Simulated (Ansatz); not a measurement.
# ClH₃InN: a ladder of functionals and wavefunction methods

An exercise on one series of results from a longer session: the logs are not shown, and one member is left open.

Program: Ansatz 0.2.0, Gaussian basis. Level of theory: functionals in def2-TZVPP, the program's frozen cores in correlated methods. These are calculated values, not measurements.

Plan: LDA (SPW92), PBE-D4, revPBE-D4, BLYP-D4, r2SCAN-D4, B97M-V, PBE0-D4, B3LYP-D4, r2SCANh-D4, r2SCAN0-D4, HSE06-D4, BHLYP-D4, CAM-B3LYP-D4, LC-ωPBE, ωB97X-V, ωB97M-V, B2PLYP, PBE-QIDH; CCSD(T)/def2-SVP; CCSD(T)/def2-TZVPP; MP2/def2-QZVPP; extrapolation to the limit; RPA on PBE.

### Structure used throughout

An earlier PBE0-D4 in a triple-zeta def2 set relaxation fixed the geometry. In takes the def2 core potential; no spin-orbit term is included.

SMILES `[NH2][InH][Cl]`, 6 atoms, charge 0, spin multiplicity 1.

Atoms are counted from 1 here; the program's logs count them from 0.

Bond lengths: N1–In2 1.995 Å, N1–H4 1.007 Å, N1–H5 1.008 Å, In2–Cl3 2.339 Å, In2–H6 1.693 Å. Angles: In2–N1–H4 121.6°, In2–N1–H5 118.5°, H4–N1–H5 111.0°, N1–In2–Cl3 109.2°, N1–In2–H6 131.5°, Cl3–In2–H6 119.1°.

The first run:

Input file in.yaml:

```yaml
crystal:
  periodic: [false, false, false]
  atoms:
    - {symbol: N, position_ang: [-1.020817, 0.188086, -0.504109]}
    - {symbol: In, position_ang: [0.792063, 0.148642, 0.327859]}
    - {symbol: Cl, position_ang: [0.990842, -1.771034, 1.649202]}
    - {symbol: H, position_ang: [-1.219397, 0.761364, -1.308183]}
    - {symbol: H, position_ang: [-1.558226, -0.664540, -0.526779]}
    - {symbol: H, position_ang: [2.057534, 1.273382, 0.315810]}
basis:
  gaussian: {orbitals: def2-TZVPP}
hamiltonian: {xc: lda}
output: {orbitals: {seedname: orbitals}}
```

Among the steps run: LDA; PBE-D4 (GGA); revPBE-D4 (GGA); BLYP-D4 (GGA); r2SCAN-D4 (meta-GGA); B97M-V (meta-GGA); PBE0-D4 (hybrid); B3LYP-D4 (hybrid); r2SCANh-D4 (hybrid); r2SCAN0-D4 (hybrid); HSE06-D4 (hybrid); BHLYP-D4 (hybrid); CAM-B3LYP-D4 (range-separated); LC-ωPBE-D4 (range-separated; the results give it without D4); ωB97X-V (range-separated); ωB97M-V (range-separated); B2PLYP (double hybrid); PBE-QIDH (double hybrid).

One of the session's tables, all rows but one given; the rest of the session is left out.

It belongs to the step «Frontier levels by functional». 

```
  functional  HOMO (eV)  LUMO (eV)  gap (eV)
 LDA (SPW92)      -6.37      -2.19      4.18
      PBE-D4      -6.16      -1.93      4.23
   revPBE-D4      -6.09      -1.82      4.27
     BLYP-D4      -6.04      -1.91      4.14
   r2SCAN-D4      -6.44      -1.67      4.77
      B97M-V      -6.49      -1.91      4.57
     PBE0-D4      -7.50      -1.22      6.29
    B3LYP-D4      -7.27      -1.50      5.77
  r2SCANh-D4      -6.94      -1.42      5.52
  r2SCAN0-D4      -7.71      -1.05      6.65
    HSE06-D4          ?          ?         ?
    BHLYP-D4      -8.77      -0.59      8.17
CAM-B3LYP-D4      -8.93      -0.42      8.51
     LC-ωPBE     -10.35       0.67     11.02
     ωB97X-V      -9.96       0.55     10.51
     ωB97M-V      -9.85       0.27     10.12
```

**Question.** Estimate the row for HSE06-D4.

The run gave: HOMO (eV): -7.10; LUMO (eV): -1.57; gap (eV): 5.52. In the column «HOMO (eV)» it lies between B3LYP-D4 (-7.27) and r2SCANh-D4 (-6.94).
